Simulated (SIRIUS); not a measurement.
# NiMoIrPdW (I4mm) in SIRIUS: further runs, part 2 of 3

SIRIUS 7.12.0.

### 3 Equation of state, BLYP, collinear spin, ferromagnetic start, 14.01 Å³/atom (volume scaled by 0.96)

File sirius.json:

```json
{
  "control": {
    "processing_unit": "cpu",
    "std_evp_solver_name": "lapack",
    "gen_evp_solver_name": "lapack",
    "verbosity": 2,
    "print_forces": false,
    "ortho_rf": true,
    "use_second_variation": true,
    "rmt_max": 3.0,
    "num_bands_to_print": 24,
    "save_wf": true
  },
  "parameters": {
    "electronic_structure_method": "full_potential_lapwlo",
    "xc_functionals": ["XC_GGA_X_B88", "XC_GGA_C_LYP"],
    "core_relativity": "dirac",
    "valence_relativity": "iora",
    "num_fv_states": 85,
    "smearing": "fermi_dirac",
    "smearing_width": 0.0018374661,
    "pw_cutoff": 21,
    "gk_cutoff": 3.96,
    "lmax_apw": 11,
    "lmax_rho": 8,
    "lmax_pot": 8,
    "num_mag_dims": 1,
    "auto_rmt": 0,
    "ngridk": [5, 5, 5],
    "shiftk": [0, 0, 0],
    "num_dft_iter": 80,
    "energy_tol": 1e-07,
    "density_tol": 1e-05,
    "use_symmetry": true
  },
  "settings": {"tol_ne": 1e-10},
  "iterative_solver": {"type": "exact"},
  "mixer": {"type": "anderson", "beta": 0.4, "max_history": 8},
  "unit_cell": {
    "lattice_vectors": [
      [-2.5540095988, 2.5540095988, 18.1133088425],
      [2.5540095988, -2.5540095988, 18.1133088425],
      [2.5540095988, 2.5540095988, -18.1133088425]
    ],
    "atom_types": ["Ir", "Mo", "Ni", "Pd", "W"],
    "atom_files": {"Ir": "Ir.json", "Mo": "Mo.json", "Ni": "Ni.json", "Pd": "Pd.json", "W": "W.json"},
    "atoms": {
      "Ir": [[0.39944, 0.39944, 0.0, 0.0, 0.0, 0.6]],
      "Mo": [[0.60922, 0.60922, 0.0, 0.0, 0.0, 1.0]],
      "Ni": [[0.19862, 0.19862, 0.0, 0.0, 0.0, 1.0]],
      "Pd": [[0.7931, 0.7931, 0.0, 0.0, 0.0, 0.0]],
      "W": [[0.99565, 0.99565, 0.0, 0.0, 0.0, 0.0]]
    }
  }
}
```

File Ir.json:

```json
{
  "name": "iridium",
  "symbol": "Ir",
  "number": 77,
[... 36 lines left out ...]
    {"l": 2, "basis": [{"enu": 0.36, "dme": 1, "n": 0, "auto": 0}, {"enu": 0.36, "dme": 2, "n": 0, "auto": 0}]},
    {"l": 2, "basis": [{"enu": 0.36, "dme": 0, "n": 0, "auto": 0}, {"enu": 2.9589, "dme": 0, "n": 0, "auto": 0}]},
    {"l": 3, "basis": [{"enu": 0.36, "dme": 0, "n": 0, "auto": 0}, {"enu": 0.36, "dme": 1, "n": 0, "auto": 0}]},
    {
      "l": 3,
      "basis": [{"enu": -1.7096, "dme": 0, "n": 4, "auto": 1}, {"enu": -1.7096, "dme": 1, "n": 4, "auto": 1}]
    },
    {
      "l": 3,
      "basis": [{"enu": -1.7096, "dme": 1, "n": 4, "auto": 1}, {"enu": 0.36, "dme": 0, "n": 0, "auto": 0}]
    },
    {"l": 3, "basis": [{"enu": 0.36, "dme": 0, "n": 0, "auto": 0}, {"enu": 4.2251, "dme": 0, "n": 0, "auto": 0}]},
    {"l": 4, "basis": [{"enu": 0.36, "dme": 0, "n": 0, "auto": 0}, {"enu": 0.36, "dme": 1, "n": 0, "auto": 0}]},
    {"l": 4, "basis": [{"enu": 0.36, "dme": 0, "n": 0, "auto": 0}, {"enu": 3.5587, "dme": 0, "n": 0, "auto": 0}]}
  ],
  "free_atom": [... radial grid and density of the free atom, the start of the SCF ...]
}
```

File Mo.json:

```json
{
  "name": "molybdenum",
  "symbol": "Mo",
  "number": 42,
  "mass": 95.96,
  "rmin": 1e-06,
  "rmt": 2.36,
  "nrmt": 800,
  "rinf": 17.03,
  "core": "1s2s2p3s3p3d",
[... 22 lines left out ...]
    },
    {
      "l": 1,
      "basis": [{"enu": -0.9113, "dme": 1, "n": 4, "auto": 1}, {"enu": 0.36, "dme": 0, "n": 0, "auto": 0}]
    },
    {"l": 1, "basis": [{"enu": 0.36, "dme": 0, "n": 0, "auto": 0}, {"enu": 3.6636, "dme": 0, "n": 0, "auto": 0}]},
    {"l": 2, "basis": [{"enu": 0.36, "dme": 0, "n": 0, "auto": 0}, {"enu": 0.36, "dme": 1, "n": 0, "auto": 0}]},
    {"l": 2, "basis": [{"enu": 0.36, "dme": 1, "n": 0, "auto": 0}, {"enu": 0.36, "dme": 2, "n": 0, "auto": 0}]},
    {"l": 2, "basis": [{"enu": 0.36, "dme": 0, "n": 0, "auto": 0}, {"enu": 3.1609, "dme": 0, "n": 0, "auto": 0}]},
    {"l": 3, "basis": [{"enu": 0.36, "dme": 0, "n": 0, "auto": 0}, {"enu": 0.36, "dme": 1, "n": 0, "auto": 0}]},
    {"l": 3, "basis": [{"enu": 0.36, "dme": 0, "n": 0, "auto": 0}, {"enu": 3.4841, "dme": 0, "n": 0, "auto": 0}]}
  ],
  "free_atom": [... radial grid and density of the free atom, the start of the SCF ...]
}
```

File Ni.json:

```json
{
  "name": "nickel",
  "symbol": "Ni",
  "number": 28,
  "mass": 58.6934,
  "rmin": 1e-06,
  "rmt": 2.22,
  "nrmt": 800,
  "rinf": 14.89,
  "core": "1s2s2p",
  "valence": [
[... 24 lines left out ...]
      "basis": [{"enu": -2.0409, "dme": 1, "n": 3, "auto": 1}, {"enu": 0.36, "dme": 0, "n": 0, "auto": 0}]
    },
    {"l": 1, "basis": [{"enu": 0.36, "dme": 0, "n": 0, "auto": 0}, {"enu": 4.0935, "dme": 0, "n": 0, "auto": 0}]},
    {
      "l": 2,
      "basis": [{"enu": 0.3491, "dme": 0, "n": 0, "auto": 0}, {"enu": 0.3491, "dme": 1, "n": 0, "auto": 0}]
    },
    {
      "l": 2,
      "basis": [{"enu": 0.3491, "dme": 1, "n": 0, "auto": 0}, {"enu": 0.3491, "dme": 2, "n": 0, "auto": 0}]
    },
    {
      "l": 2,
      "basis": [{"enu": 0.3491, "dme": 0, "n": 0, "auto": 0}, {"enu": 3.5144, "dme": 0, "n": 0, "auto": 0}]
    },
    {"l": 3, "basis": [{"enu": 0.36, "dme": 0, "n": 0, "auto": 0}, {"enu": 0.36, "dme": 1, "n": 0, "auto": 0}]},
    {"l": 3, "basis": [{"enu": 0.36, "dme": 0, "n": 0, "auto": 0}, {"enu": 3.8906, "dme": 0, "n": 0, "auto": 0}]}
  ],
  "free_atom": [... radial grid and density of the free atom, the start of the SCF ...]
}
```

File Pd.json:

```json
{
  "name": "palladium",
  "symbol": "Pd",
  "number": 46,
  "mass": 106.42,
  "rmin": 1e-06,
  "rmt": 2.36,
  "nrmt": 800,
  "rinf": 14.72,
  "core": "1s2s2p3s3p3d",
[... 16 lines left out ...]
    },
    {
      "l": 1,
      "basis": [{"enu": -1.3649, "dme": 1, "n": 4, "auto": 1}, {"enu": 0.36, "dme": 0, "n": 0, "auto": 0}]
    },
    {"l": 1, "basis": [{"enu": 0.36, "dme": 0, "n": 0, "auto": 0}, {"enu": 3.6636, "dme": 0, "n": 0, "auto": 0}]},
    {"l": 2, "basis": [{"enu": 0.36, "dme": 0, "n": 0, "auto": 0}, {"enu": 0.36, "dme": 1, "n": 0, "auto": 0}]},
    {"l": 2, "basis": [{"enu": 0.36, "dme": 1, "n": 0, "auto": 0}, {"enu": 0.36, "dme": 2, "n": 0, "auto": 0}]},
    {"l": 2, "basis": [{"enu": 0.36, "dme": 0, "n": 0, "auto": 0}, {"enu": 3.1609, "dme": 0, "n": 0, "auto": 0}]},
    {"l": 3, "basis": [{"enu": 0.36, "dme": 0, "n": 0, "auto": 0}, {"enu": 0.36, "dme": 1, "n": 0, "auto": 0}]},
    {"l": 3, "basis": [{"enu": 0.36, "dme": 0, "n": 0, "auto": 0}, {"enu": 3.4841, "dme": 0, "n": 0, "auto": 0}]}
  ],
  "free_atom": [... radial grid and density of the free atom, the start of the SCF ...]
}
```

File W.json:

```json
{
  "name": "tungsten",
  "symbol": "W",
  "number": 74,
[... 36 lines left out ...]
    {"l": 2, "basis": [{"enu": 0.36, "dme": 1, "n": 0, "auto": 0}, {"enu": 0.36, "dme": 2, "n": 0, "auto": 0}]},
    {"l": 2, "basis": [{"enu": 0.36, "dme": 0, "n": 0, "auto": 0}, {"enu": 2.9589, "dme": 0, "n": 0, "auto": 0}]},
    {"l": 3, "basis": [{"enu": 0.36, "dme": 0, "n": 0, "auto": 0}, {"enu": 0.36, "dme": 1, "n": 0, "auto": 0}]},
    {
      "l": 3,
      "basis": [{"enu": -0.7062, "dme": 0, "n": 4, "auto": 1}, {"enu": -0.7062, "dme": 1, "n": 4, "auto": 1}]
    },
    {
      "l": 3,
      "basis": [{"enu": -0.7062, "dme": 1, "n": 4, "auto": 1}, {"enu": 0.36, "dme": 0, "n": 0, "auto": 0}]
    },
    {"l": 3, "basis": [{"enu": 0.36, "dme": 0, "n": 0, "auto": 0}, {"enu": 4.2251, "dme": 0, "n": 0, "auto": 0}]},
    {"l": 4, "basis": [{"enu": 0.36, "dme": 0, "n": 0, "auto": 0}, {"enu": 0.36, "dme": 1, "n": 0, "auto": 0}]},
    {"l": 4, "basis": [{"enu": 0.36, "dme": 0, "n": 0, "auto": 0}, {"enu": 3.5587, "dme": 0, "n": 0, "auto": 0}]}
  ],
  "free_atom": [... radial grid and density of the free atom, the start of the SCF ...]
}
```

File sirius_start.json:

```json
{
  "control": {
    "processing_unit": "cpu",
    "std_evp_solver_name": "lapack",
    "gen_evp_solver_name": "lapack",
    "verbosity": 1,
    "print_forces": false,
    "ortho_rf": true,
    "use_second_variation": true,
    "rmt_max": 3.0,
    "num_bands_to_print": 24,
    "save_wf": false
  },
  "parameters": {
    "electronic_structure_method": "full_potential_lapwlo",
    "xc_functionals": ["XC_LDA_X", "XC_LDA_C_PW"],
    "core_relativity": "dirac",
    "valence_relativity": "iora",
    "num_fv_states": 85,
    "smearing": "fermi_dirac",
    "smearing_width": 0.0055123983,
    "pw_cutoff": 21,
    "gk_cutoff": 3.17,
    "lmax_apw": 11,
    "lmax_rho": 8,
    "lmax_pot": 8,
    "num_mag_dims": 1,
    "auto_rmt": 0,
    "ngridk": [2, 2, 2],
    "shiftk": [0, 0, 0],
    "num_dft_iter": 30,
    "energy_tol": 0.01,
    "density_tol": 0.05,
    "use_symmetry": true
  },
  "settings": {"tol_ne": 1e-10},
  "iterative_solver": {"type": "exact"},
  "mixer": {"type": "anderson", "beta": 0.4, "max_history": 8},
  "unit_cell": {
    "lattice_vectors": [
      [-2.5540095988, 2.5540095988, 18.1133088425],
      [2.5540095988, -2.5540095988, 18.1133088425],
      [2.5540095988, 2.5540095988, -18.1133088425]
    ],
    "atom_types": ["Ir", "Mo", "Ni", "Pd", "W"],
    "atom_files": {"Ir": "Ir.json", "Mo": "Mo.json", "Ni": "Ni.json", "Pd": "Pd.json", "W": "W.json"},
    "atoms": {
      "Ir": [[0.39944, 0.39944, 0.0, 0.0, 0.0, 0.6]],
      "Mo": [[0.60922, 0.60922, 0.0, 0.0, 0.0, 1.0]],
      "Ni": [[0.19862, 0.19862, 0.0, 0.0, 0.0, 1.0]],
      "Pd": [[0.7931, 0.7931, 0.0, 0.0, 0.0, 0.0]],
      "W": [[0.99565, 0.99565, 0.0, 0.0, 0.0, 0.0]]
    }
  }
}
```

Potentials or basis: all-electron FP-LAPW, apw+lo standard.

Launch:

```bash
> OMP_NUM_THREADS=2 sirius.scf --input=sirius_start.json --output=start.json
> OMP_NUM_THREADS=2 sirius.scf --input=sirius.json --output=output.json --task=1
```

Wall time 30 min (2 threads of Intel Xeon Platinum 8375C at 2.90GHz (Ice Lake), shared host); peak memory 2.4 GiB.

These settings aren't checked as converged: the numbers below hold their error.

What came out:

| Property | Result |
| --- | --- |
| Free energy | -1214850.2229 eV |
| Band gap on the k mesh | none (metal or under the smearing width) |
| Net moment | 0.00 μB per cell |
| All electrons inside the program's atomic spheres | Ni 27.00; Mo 39.90; Pd 44.57; Ir 75.47; W 72.03 (radii Ir 2.45, Mo 2.36, Ni 2.22, Pd 2.36, W 2.45 bohr) |

Caveat: the k mesh is coarse (spacing up to 0.66 Å⁻¹), so the values aren't converged.

### 4 Equation of state, BLYP, collinear spin, ferromagnetic start, 14.30 Å³/atom (volume scaled by 0.98)

Changes to sirius.json since step 3:

```diff
@@ -40,5 +40,5 @@
     "lattice_vectors": [
-      [-2.5540095988, 2.5540095988, 18.1133088425],
-      [2.5540095988, -2.5540095988, 18.1133088425],
-      [2.5540095988, 2.5540095988, -18.1133088425]
+      [-2.5716240147, 2.5716240147, 18.2382321615],
+      [2.5716240147, -2.5716240147, 18.2382321615],
+      [2.5716240147, 2.5716240147, -18.2382321615]
     ],
```

File Ir.json:

```json
{
  "name": "iridium",
  "symbol": "Ir",
  "number": 77,
[... 36 lines left out ...]
    {"l": 2, "basis": [{"enu": 0.35, "dme": 1, "n": 0, "auto": 0}, {"enu": 0.35, "dme": 2, "n": 0, "auto": 0}]},
    {"l": 2, "basis": [{"enu": 0.35, "dme": 0, "n": 0, "auto": 0}, {"enu": 2.9489, "dme": 0, "n": 0, "auto": 0}]},
    {"l": 3, "basis": [{"enu": 0.35, "dme": 0, "n": 0, "auto": 0}, {"enu": 0.35, "dme": 1, "n": 0, "auto": 0}]},
    {
      "l": 3,
      "basis": [{"enu": -1.7196, "dme": 0, "n": 4, "auto": 1}, {"enu": -1.7196, "dme": 1, "n": 4, "auto": 1}]
    },
    {
      "l": 3,
      "basis": [{"enu": -1.7196, "dme": 1, "n": 4, "auto": 1}, {"enu": 0.35, "dme": 0, "n": 0, "auto": 0}]
    },
    {"l": 3, "basis": [{"enu": 0.35, "dme": 0, "n": 0, "auto": 0}, {"enu": 4.2151, "dme": 0, "n": 0, "auto": 0}]},
    {"l": 4, "basis": [{"enu": 0.35, "dme": 0, "n": 0, "auto": 0}, {"enu": 0.35, "dme": 1, "n": 0, "auto": 0}]},
    {"l": 4, "basis": [{"enu": 0.35, "dme": 0, "n": 0, "auto": 0}, {"enu": 3.5487, "dme": 0, "n": 0, "auto": 0}]}
  ],
  "free_atom": [... radial grid and density of the free atom, the start of the SCF ...]
}
```

File Mo.json:

```json
{
  "name": "molybdenum",
  "symbol": "Mo",
  "number": 42,
  "mass": 95.96,
  "rmin": 1e-06,
  "rmt": 2.36,
  "nrmt": 800,
  "rinf": 17.03,
  "core": "1s2s2p3s3p3d",
[... 22 lines left out ...]
    },
    {
      "l": 1,
      "basis": [{"enu": -0.9213, "dme": 1, "n": 4, "auto": 1}, {"enu": 0.35, "dme": 0, "n": 0, "auto": 0}]
    },
    {"l": 1, "basis": [{"enu": 0.35, "dme": 0, "n": 0, "auto": 0}, {"enu": 3.6536, "dme": 0, "n": 0, "auto": 0}]},
    {"l": 2, "basis": [{"enu": 0.35, "dme": 0, "n": 0, "auto": 0}, {"enu": 0.35, "dme": 1, "n": 0, "auto": 0}]},
    {"l": 2, "basis": [{"enu": 0.35, "dme": 1, "n": 0, "auto": 0}, {"enu": 0.35, "dme": 2, "n": 0, "auto": 0}]},
    {"l": 2, "basis": [{"enu": 0.35, "dme": 0, "n": 0, "auto": 0}, {"enu": 3.1509, "dme": 0, "n": 0, "auto": 0}]},
    {"l": 3, "basis": [{"enu": 0.35, "dme": 0, "n": 0, "auto": 0}, {"enu": 0.35, "dme": 1, "n": 0, "auto": 0}]},
    {"l": 3, "basis": [{"enu": 0.35, "dme": 0, "n": 0, "auto": 0}, {"enu": 3.4741, "dme": 0, "n": 0, "auto": 0}]}
  ],
  "free_atom": [... radial grid and density of the free atom, the start of the SCF ...]
}
```

File Ni.json:

```json
{
  "name": "nickel",
  "symbol": "Ni",
  "number": 28,
  "mass": 58.6934,
  "rmin": 1e-06,
  "rmt": 2.22,
  "nrmt": 800,
  "rinf": 14.89,
  "core": "1s2s2p",
  "valence": [
[... 24 lines left out ...]
      "basis": [{"enu": -2.0509, "dme": 1, "n": 3, "auto": 1}, {"enu": 0.35, "dme": 0, "n": 0, "auto": 0}]
    },
    {"l": 1, "basis": [{"enu": 0.35, "dme": 0, "n": 0, "auto": 0}, {"enu": 4.0835, "dme": 0, "n": 0, "auto": 0}]},
    {
      "l": 2,
      "basis": [{"enu": 0.3391, "dme": 0, "n": 0, "auto": 0}, {"enu": 0.3391, "dme": 1, "n": 0, "auto": 0}]
    },
    {
      "l": 2,
      "basis": [{"enu": 0.3391, "dme": 1, "n": 0, "auto": 0}, {"enu": 0.3391, "dme": 2, "n": 0, "auto": 0}]
    },
    {
      "l": 2,
      "basis": [{"enu": 0.3391, "dme": 0, "n": 0, "auto": 0}, {"enu": 3.5044, "dme": 0, "n": 0, "auto": 0}]
    },
    {"l": 3, "basis": [{"enu": 0.35, "dme": 0, "n": 0, "auto": 0}, {"enu": 0.35, "dme": 1, "n": 0, "auto": 0}]},
    {"l": 3, "basis": [{"enu": 0.35, "dme": 0, "n": 0, "auto": 0}, {"enu": 3.8806, "dme": 0, "n": 0, "auto": 0}]}
  ],
  "free_atom": [... radial grid and density of the free atom, the start of the SCF ...]
}
```

File Pd.json:

```json
{
  "name": "palladium",
  "symbol": "Pd",
  "number": 46,
  "mass": 106.42,
  "rmin": 1e-06,
  "rmt": 2.36,
  "nrmt": 800,
  "rinf": 14.72,
  "core": "1s2s2p3s3p3d",
[... 16 lines left out ...]
    },
    {
      "l": 1,
      "basis": [{"enu": -1.3749, "dme": 1, "n": 4, "auto": 1}, {"enu": 0.35, "dme": 0, "n": 0, "auto": 0}]
    },
    {"l": 1, "basis": [{"enu": 0.35, "dme": 0, "n": 0, "auto": 0}, {"enu": 3.6536, "dme": 0, "n": 0, "auto": 0}]},
    {"l": 2, "basis": [{"enu": 0.35, "dme": 0, "n": 0, "auto": 0}, {"enu": 0.35, "dme": 1, "n": 0, "auto": 0}]},
    {"l": 2, "basis": [{"enu": 0.35, "dme": 1, "n": 0, "auto": 0}, {"enu": 0.35, "dme": 2, "n": 0, "auto": 0}]},
    {"l": 2, "basis": [{"enu": 0.35, "dme": 0, "n": 0, "auto": 0}, {"enu": 3.1509, "dme": 0, "n": 0, "auto": 0}]},
    {"l": 3, "basis": [{"enu": 0.35, "dme": 0, "n": 0, "auto": 0}, {"enu": 0.35, "dme": 1, "n": 0, "auto": 0}]},
    {"l": 3, "basis": [{"enu": 0.35, "dme": 0, "n": 0, "auto": 0}, {"enu": 3.4741, "dme": 0, "n": 0, "auto": 0}]}
  ],
  "free_atom": [... radial grid and density of the free atom, the start of the SCF ...]
}
```

File W.json:

```json
{
  "name": "tungsten",
  "symbol": "W",
  "number": 74,
[... 36 lines left out ...]
    {"l": 2, "basis": [{"enu": 0.35, "dme": 1, "n": 0, "auto": 0}, {"enu": 0.35, "dme": 2, "n": 0, "auto": 0}]},
    {"l": 2, "basis": [{"enu": 0.35, "dme": 0, "n": 0, "auto": 0}, {"enu": 2.9489, "dme": 0, "n": 0, "auto": 0}]},
    {"l": 3, "basis": [{"enu": 0.35, "dme": 0, "n": 0, "auto": 0}, {"enu": 0.35, "dme": 1, "n": 0, "auto": 0}]},
    {
      "l": 3,
      "basis": [{"enu": -0.7162, "dme": 0, "n": 4, "auto": 1}, {"enu": -0.7162, "dme": 1, "n": 4, "auto": 1}]
    },
    {
      "l": 3,
      "basis": [{"enu": -0.7162, "dme": 1, "n": 4, "auto": 1}, {"enu": 0.35, "dme": 0, "n": 0, "auto": 0}]
    },
    {"l": 3, "basis": [{"enu": 0.35, "dme": 0, "n": 0, "auto": 0}, {"enu": 4.2151, "dme": 0, "n": 0, "auto": 0}]},
    {"l": 4, "basis": [{"enu": 0.35, "dme": 0, "n": 0, "auto": 0}, {"enu": 0.35, "dme": 1, "n": 0, "auto": 0}]},
    {"l": 4, "basis": [{"enu": 0.35, "dme": 0, "n": 0, "auto": 0}, {"enu": 3.5487, "dme": 0, "n": 0, "auto": 0}]}
  ],
  "free_atom": [... radial grid and density of the free atom, the start of the SCF ...]
}
```

Changes to sirius_start.json since step 3:

```diff
@@ -40,5 +40,5 @@
     "lattice_vectors": [
-      [-2.5540095988, 2.5540095988, 18.1133088425],
-      [2.5540095988, -2.5540095988, 18.1133088425],
-      [2.5540095988, 2.5540095988, -18.1133088425]
+      [-2.5716240147, 2.5716240147, 18.2382321615],
+      [2.5716240147, -2.5716240147, 18.2382321615],
+      [2.5716240147, 2.5716240147, -18.2382321615]
     ],
```

Launch:

```bash
> OMP_NUM_THREADS=2 sirius.scf --input=sirius_start.json --output=start.json
> OMP_NUM_THREADS=2 sirius.scf --input=sirius.json --output=output.json --task=1
```

Run time: 27 min. Hardware: 2 threads of Intel Xeon Platinum 8375C at 2.90GHz (Ice Lake), shared host; peak memory 2.4 GiB.

The run converged, but some of its settings lie outside the range that counts as converged, so its numbers aren't taken as properties of the crystal.

What came out:

```yaml
Free_energy: -1214850.4113 eV
Band_gap_on_the_k_mesh: none (metal or under the smearing width)
Net_moment: 0.00 μB per cell
All_electrons_inside_the_program's_atomic_spheres: Ni 26.97; Mo 39.86; Pd 44.54; Ir 75.43; W 71.98 (radii Ir 2.45, Mo 2.36, Ni 2.22, Pd 2.36, W 2.45 bohr)
```

Caveat: the k mesh is coarse (spacing up to 0.65 Å⁻¹), so the values aren't converged.

[end of part 2 of 3]
